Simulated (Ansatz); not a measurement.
# FH5OSn: the cost of one run

All numbers below are computed with Ansatz 0.2.0 (RKS PBE/def2-mTZVP).

**1. The starting structure**

Bond lengths: Sn1–O2 2.395 Å, Sn1–H3 1.688 Å, Sn1–H4 1.720 Å, Sn1–H5 1.676 Å, Sn1–F7 2.331 Å, O2–H8 0.955 Å. Angles: Sn1–O2–H8 114.7°, O2–Sn1–H3 108.5°, O2–Sn1–H4 91.0°, O2–Sn1–H5 106.4°, O2–Sn1–F7 60.0°, H3–Sn1–H4 110.3°, H3–Sn1–H5 124.1°, H3–Sn1–F7 80.7°, H4–Sn1–H5 111.4°, H4–Sn1–F7 151.0°, H5–Sn1–F7 80.6°.

Structure file:

```xyz
8

Sn   -0.0530   -0.8267    0.5304
O     0.8629    0.9042   -0.8479
H    -1.5132   -1.3357   -0.1463
H     1.2166   -1.8965    0.0810
H     0.1173   -0.3084    2.1154
H    -0.1773    1.4195   -0.3283
F    -1.1335    1.2326    0.3765
H     0.6801    0.8111   -1.7809
```

**2. Pulling towards end A**

Springs on the bonds that form and break draw the guess towards this end; the thresholds are loose.

input.yaml

```yaml
crystal:
  periodic: [false, false, false]
  atoms:
    - { symbol: Sn, position_ang: [-0.053, -0.8267, 0.5304] }
    - { symbol: O, position_ang: [0.8629, 0.9042, -0.8479] }
    - { symbol: H, position_ang: [-1.5132, -1.3357, -0.1463] }
    - { symbol: H, position_ang: [1.2166, -1.8965, 0.081] }
    - { symbol: H, position_ang: [0.1173, -0.3084, 2.1154] }
    - { symbol: H, position_ang: [-0.1773, 1.4195, -0.3283] }
    - { symbol: F, position_ang: [-1.1335, 1.2326, 0.3765] }
    - { symbol: H, position_ang: [0.6801, 0.8111, -1.7809] }
basis:
  gaussian: { orbitals: def2-mTZVP }
hamiltonian:
  xc: pbe
relax:
  f_tol: 0.15
  max_steps: 25
  restrain:
    - { distance: [0, 6], at: 3.26, k: 30.0 }
    - { distance: [5, 1], at: 2.27, k: 30.0 }
    - { distance: [0, 1], at: 2.05, k: 30.0 }
    - { distance: [5, 6], at: 0.88, k: 30.0 }
```

Started as:

```
> ansatz run input.yaml --threads 2 --pin off --max-ram 3072MiB --backend cpu --events-out ev --progress --plain --runs-dir out
```

Q: Estimate wall time and peak memory on 2 threads of Arm Neoverse V1, shared host.

About 16 s, with a peak of 0.16 GiB.
